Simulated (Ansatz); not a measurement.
# CH₄N₂OSi: up Jacob's ladder to CCSD(T)

How much do the methods differ for CH₄N₂OSi? The plan is to run it at one geometry with functionals of several rungs and with coupled cluster. The yardstick is the atomisation energy at the CCSD(T) limit.

Method: functionals in def2-TZVPP, the program's frozen cores in correlated methods; program: Ansatz 0.2.0, Gaussian basis.

The runs, in order: LDA (SPW92), PBE-D4, revPBE-D4, BLYP-D4, r2SCAN-D4, B97M-V, PBE0-D4, B3LYP-D4, r2SCANh-D4, r2SCAN0-D4, HSE06-D4, BHLYP-D4, CAM-B3LYP-D4, LC-ωPBE, ωB97X-V, ωB97M-V, B2PLYP, PBE-QIDH; CCSD(T)/def2-SVP; CCSD(T)/def2-TZVPP; MP2/def2-QZVPP; extrapolation to the limit; RPA on PBE.

### 1 The geometry

An earlier PBE0-D4 in a triple-zeta def2 set relaxation fixed the geometry.

9 atoms, charge 0, spin multiplicity 1.

Atoms are counted from 1 here; the program's logs count them from 0.

Bond lengths: N1–C2 1.156 Å, C2–N3 1.331 Å, N3–Si4 1.752 Å, N3–H6 1.010 Å, Si4–O5 1.634 Å, Si4–H7 1.474 Å, Si4–H8 1.478 Å, O5–H9 0.959 Å. Angles: N1–C2–N3 177.8°, C2–N3–Si4 123.1°, C2–N3–H6 114.7°, Si4–N3–H6 120.9°, N3–Si4–O5 114.1°, N3–Si4–H7 105.1°, N3–Si4–H8 104.9°, O5–Si4–H7 105.8°, O5–Si4–H8 111.6°, H7–Si4–H8 115.4°, Si4–O5–H9 119.1°.

Coordinates:

```xyz
9
CH4N2OSi
N     2.5748   -0.4662    1.1364
C     1.7863   -0.2525    0.3193
N     0.8434   -0.0281   -0.5927
Si   -0.8665   -0.2325   -0.2727
O    -1.5665    1.0483    0.4608
H     1.1625    0.4591   -1.4180
H    -1.4963   -0.3286   -1.6022
H    -0.9535   -1.4501    0.5610
H    -1.3958    1.2042    1.3911
```

### 2 LDA

This LDA is Slater exchange with PW92 correlation.

Input file in.yaml:

```yaml
crystal:
  periodic: [false, false, false]
  atoms:
    - {symbol: N, position_ang: [2.574841, -0.466190, 1.136426]}
    - {symbol: C, position_ang: [1.786266, -0.252461, 0.319301]}
    - {symbol: N, position_ang: [0.843425, -0.028149, -0.592673]}
    - {symbol: Si, position_ang: [-0.866450, -0.232464, -0.272711]}
    - {symbol: O, position_ang: [-1.566515, 1.048332, 0.460758]}
    - {symbol: H, position_ang: [1.162524, 0.459126, -1.418020]}
    - {symbol: H, position_ang: [-1.496332, -0.328581, -1.602162]}
    - {symbol: H, position_ang: [-0.953478, -1.450139, 0.560971]}
    - {symbol: H, position_ang: [-1.395783, 1.204225, 1.391108]}
basis:
  gaussian: {orbitals: def2-TZVPP}
hamiltonian: {xc: lda}
output: {orbitals: {seedname: orbitals}}
```

Run with:

```
> ansatz run in.yaml --threads 2 --pin off --events-out ev --progress --plain --max-ram 4352MiB
```

The runs that follow: PBE-D4 (GGA); revPBE-D4 (GGA); BLYP-D4 (GGA); r2SCAN-D4 (meta-GGA); B97M-V (meta-GGA); PBE0-D4 (hybrid); B3LYP-D4 (hybrid); r2SCANh-D4 (hybrid); r2SCAN0-D4 (hybrid); HSE06-D4 (hybrid); BHLYP-D4 (hybrid); CAM-B3LYP-D4 (range-separated); LC-ωPBE (range-separated); ωB97X-V (range-separated); ωB97M-V (range-separated); B2PLYP (double hybrid); PBE-QIDH (double hybrid); CCSD(T) in def2-SVP; CCSD(T) in def2-TZVPP; MP2 in def2-QZVPP; RPA on PBE orbitals.

Before running them: what should the planned runs give, taken together? Wanted: atomisation energy, CCSD(T)/CBS; farthest beyond LDA; mean size of error, GGA; mean size of error, meta-GGA; mean size of error, hybrid; mean size of error, range-separated; mean size of error, double hybrid; gap, smallest and largest; T1 diagnostic.

As calculated:

| quantity | value |
| --- | --- |
| atomisation energy, CCSD(T)/CBS | 36.916 eV |
| functionals within 0.185 eV (0.5 %) | revPBE-D4, r2SCAN-D4, B97M-V, PBE0-D4, B3LYP-D4, HSE06-D4, LC-ωPBE |
| farthest beyond LDA | BHLYP-D4 (-1.550 eV) |
| mean size of error, GGA | 0.537 eV |
| mean size of error, meta-GGA | 0.111 eV |
| mean size of error, hybrid | 0.599 eV |
| mean size of error, range-separated | 0.205 eV |
| mean size of error, double hybrid | 0.390 eV |
| gap, smallest and largest | 5.47 eV (BLYP-D4), 12.70 eV (LC-ωPBE) |
| T1 diagnostic | 0.0132 |
| triples share of the correlation energy | 4.1 % |

**Reading.** LDA overbinds by 5.954 eV (16 %). PBE-D4 misses by +1.086 eV. Double hybrids carry the basis error of their MP2 part in triple zeta, and no dispersion term here, so their miss is partly the set-up's. Taken by rung, meta-GGA functionals do best (0.111 eV on average) and hybrid ones worst beyond LDA (0.599 eV). The mean of the hybrids holds BHLYP, with half exact exchange. The reference freezes the cores and leaves out relativity and excitations past (T), so misses under about 0.185 eV can't be ranked. Hartree-Fock recovers 66 % of the binding; the rest is correlation. CCSD(T) in def2-SVP is off by -2.932 eV, so the small basis spoils what the method gains. Orbital gaps span 5.5 to 12.7 eV; exact exchange widens them.
